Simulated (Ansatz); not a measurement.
# TiAu, space group P-6m2: a single point

Program: Ansatz's Python interface.

The script reads `tiau.extxyz`:
```text
2
Lattice="2.98647593 0.0 0.0 -1.49323796 2.58636402 0.0 0.0 0.0 4.554018" Properties=species:S:1:pos:R:3 pbc="T T T"
Ti    0.00000000    0.00000000    0.00000000
Au   -0.00000001    1.72424269    2.27700900
```

Run as a notebook:

```python
import warnings

import ansatz
import numpy as np
from pymatgen.core import Structure
from scipy.ndimage import map_coordinates

warnings.simplefilter('ignore', ansatz.DeckWarning)

crystal = ansatz.Crystal.from_extxyz('tiau.extxyz')
```

```python
crystal.resolved().sites[-1]
```

    Site(symbol='Au', position=(0.3333333308019784, 0.6666666705330985, 0.5), moment=None, axis=None, held=None, saved=None)

```python
calc = crystal.calculation()
calc = calc.functional('LDA')
calc = calc.kpoints(5, 5, 3, shift=0.5).occupations('Gaussian')
calc = calc.mixing('msr1', ndim=12, beta=0.6)
calc = calc.scf(tolerance=1e-05, lower_state_search='standard')
calc = calc.density()
calc = calc.potential()
planned = calc.session().plan(threads=1)
facts = planned.describe()
print('plan:', facts['n_bands'], 'bands,', len(facts['kpoints_frac']), 'k-points, plane waves', facts['n_pw_range'], 'grid', facts['fft_dense'])
done = planned.execute()
report = done.report
```

    plan: 20 bands, 18 k-points, plane waves [672, 698] grid [20, 20, 32]

```python
report['free_energy_ev']
```

    -15315.535702581434

```python
report['n_kpoints'], report['n_symmetry_ops'], report['n_pw']
```

    (18, 4, 675)

```python
report['n_electrons']
```

    31.0

```python
n_atoms = len(report['lattice']['sites'])
print('F =', round(report['free_energy_ev'], 4), 'eV for', n_atoms, 'atoms')
print('E(sigma -> 0) =', round(report['energy_sigma0_ev'], 4), 'eV, TS =', round(report['entropy_ts_ev'], 5), 'eV')
print('closed by', report['closed_by'], 'after', report['n_iterations'], 'iterations')
```

    F = -15315.5357 eV for 2 atoms
    E(sigma -> 0) = -15315.5247 eV, TS = 0.02207 eV
    closed by deck_thresholds after 6 iterations

```python
final = Structure(done.lattice.cell_ang, [s.symbol for s in done.lattice.sites], [s.position_frac for s in done.lattice.sites])
for index, (site, neighbours) in enumerate(zip(final, final.get_all_neighbors(5.5))):
    first = min(n.nn_distance for n in neighbours)
    shell = [n for n in neighbours if n.nn_distance < 1.2 * first]
    mean = sum(n.nn_distance for n in shell) / len(shell)
    print(f'atom {index} {site.specie.symbol}: {len(shell)} neighbours within 1.2 of the shortest distance, mean {mean:.3f} A')
```

    atom 0 Ti: 12 neighbours within 1.2 of the shortest distance, mean 2.921 A
    atom 1 Au: 12 neighbours within 1.2 of the shortest distance, mean 2.921 A

```python
rho = done.density()
total = sum(channel.density_e_per_ang3 for channel in rho.channels[:2])
grid_cell = np.asarray(rho.fft_grid_basis) @ done.lattice.cell_ang
partner = min(final.get_neighbors(final[0], 5.0), key=lambda n: n.nn_distance)
line = np.linspace(final[0].coords, partner.coords, 13)
points = (line @ np.linalg.inv(grid_cell)) * rho.dims
values = map_coordinates(total, points.T, order=3, mode='grid-wrap')
print(f'from {final[0].specie} to {partner.specie}, {partner.nn_distance:.3f} A')
for t, value in zip(np.linspace(0, partner.nn_distance, 13), values):
    print(f'{t:7.3f} A  {value:9.4f} e/A^3')
```

    from Ti to Au, 2.856 A
      0.000 A    10.1931 e/A^3
      0.238 A     9.4102 e/A^3
      0.476 A     5.8394 e/A^3
      0.714 A     1.8457 e/A^3
      0.952 A     0.4324 e/A^3
      1.190 A     0.2375 e/A^3
      1.428 A     0.2664 e/A^3
      1.666 A     0.4402 e/A^3
      1.904 A     1.0261 e/A^3
      2.142 A     3.5734 e/A^3
      2.380 A     7.8401 e/A^3
      2.618 A    12.6359 e/A^3
      2.856 A    15.1442 e/A^3

```python
v = done.potential()
line = v.v_es_ev.mean(axis=(0, 1))
print('planar mean of the electrostatic potential along the third grid axis (eV):')
np.round(line[:: max(len(line) // 12, 1)], 3)
```

    planar mean of the electrostatic potential along the third grid axis (eV):
    array([ 3.988,  5.435,  9.402, 14.193, 16.19 , 13.885,  7.48 ,  2.301,
            0.607,  2.301,  7.48 , 13.885, 16.19 , 14.193,  9.402,  5.435])

Reading the output:
- These settings explore the input space; cutoff and mesh may be short of convergence.
- For a metal this mesh is far too coarse, so the numbers only illustrate the procedure.
- The mesh has less symmetry than the crystal, which the program warned of.
- Spin-orbit coupling, which matters for elements this heavy, is left out.
- The fields are valence quantities on the plane-wave grid; their values near the nuclei depend on the potentials.
- This cell is a computed structure, which may not be the phase found in nature.
- The script silences the warnings on its input, which a real study should read.
- Finished in 1.9 s on 1 thread of Arm Neoverse V2 (shared host), peak memory 0.39 GiB.

(Lines on the test bed's own set-up are left out of the output.)
